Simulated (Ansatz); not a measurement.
# C₂H₅NOSn: up Jacob's ladder to CCSD(T)

One table from this session's results is given with a row withheld; the runs are named, their logs left out.

Computed with Ansatz 0.2.0, Gaussian basis. Level: functionals in def2-TZVPP, the program's frozen cores in correlated methods.

Plan: PBE-D4, r2SCAN-D4, PBE0-D4, B3LYP-D4, ωB97X-V, ωB97M-V, B2PLYP; CCSD(T)/def2-TZVPP; MP2/def2-QZVPP; extrapolation to the limit.

**The geometry**

All runs share one geometry, relaxed beforehand with PBE0-D4 in a triple-zeta def2 set. Sn takes the def2 core potential; no spin-orbit term is included.

SMILES `C1=C[O][SnH2][NH]1`, 10 atoms, charge 0, spin multiplicity 1.

Atoms are counted from 1 here; the program's logs count them from 0.

Bond lengths: C1–C2 1.337 Å, C1–N5 1.414 Å, C1–H6 1.083 Å, C2–O3 1.365 Å, C2–H7 1.083 Å, O3–Sn4 1.990 Å, Sn4–N5 2.027 Å, Sn4–H8 1.702 Å, Sn4–H9 1.711 Å, N5–H10 1.009 Å. Angles: C2–C1–N5 119.6°, C2–C1–H6 121.9°, N5–C1–H6 118.4°, C1–C2–O3 121.5°, C1–C2–H7 123.6°, O3–C2–H7 114.9°, C2–O3–Sn4 107.0°, O3–Sn4–N5 86.5°, O3–Sn4–H8 109.8°, O3–Sn4–H9 112.2°, N5–Sn4–H8 113.9°, N5–Sn4–H9 118.1°, H8–Sn4–H9 113.2°, C1–N5–Sn4 104.9°, C1–N5–H10 114.2°, Sn4–N5–H10 121.1°.

The first run:

in.yaml reads:

```yaml
crystal:
  periodic: [false, false, false]
  atoms:
    - {symbol: C, position_ang: [0.893608, 0.885784, -0.181688]}
    - {symbol: C, position_ang: [1.115506, 0.140310, 0.905679]}
    - {symbol: O, position_ang: [0.300445, -0.904428, 1.232846]}
    - {symbol: Sn, position_ang: [-1.140531, -0.970683, -0.138036]}
    - {symbol: N, position_ang: [-0.158590, 0.542166, -1.062262]}
    - {symbol: H, position_ang: [1.538628, 1.713161, -0.449258]}
    - {symbol: H, position_ang: [1.944229, 0.302270, 1.583688]}
    - {symbol: H, position_ang: [-1.070464, -2.450323, -0.976118]}
    - {symbol: H, position_ang: [-2.682539, -0.643857, 0.527023]}
    - {symbol: H, position_ang: [-0.657291, 1.334402, -1.438874]}
basis:
  gaussian: {orbitals: def2-TZVPP}
hamiltonian: {xc: pbe, dispersion: d4}
output: {forces: true, orbitals: {seedname: orbitals}}
```

Run with:

```console
> ansatz run in.yaml --threads 4 --pin off --events-out ev --progress --plain --max-ram 10444MiB
```

Among the steps run: PBE-D4 (GGA); r2SCAN-D4 (meta-GGA); PBE0-D4 (hybrid); B3LYP-D4 (hybrid); ωB97X-V (range-separated); ωB97M-V (range-separated); B2PLYP (double hybrid); CCSD(T) in def2-TZVPP; MP2 in def2-QZVPP.

One table of the session follows, with a row left open; its other results are not shown here.

It belongs to the step «Atomisation energies». 

| method | atomisation energy (eV) |
| --- | --- |
| PBE-D4 | 38.919 |
| r2SCAN-D4 | ? |
| PBE0-D4 | 37.781 |
| B3LYP-D4 | 37.618 |
| ωB97X-V | 37.907 |
| ωB97M-V | 37.736 |
| B2PLYP | 37.186 |
| HF/def2-TZVPP | 24.916 |
| MP2/def2-TZVPP | 37.273 |
| CCSD/def2-TZVPP | 35.730 |
| CCSD(T)/def2-TZVPP | 36.576 |
| MP2/CBS | 38.536 |
| CCSD(T)/CBS | 37.840 |

Q: Estimate the row for r2SCAN-D4 from the others.

As computed: atomisation energy (eV): 37.717. In the column «atomisation energy (eV)» it lies between B3LYP-D4 (37.618) and ωB97M-V (37.736).
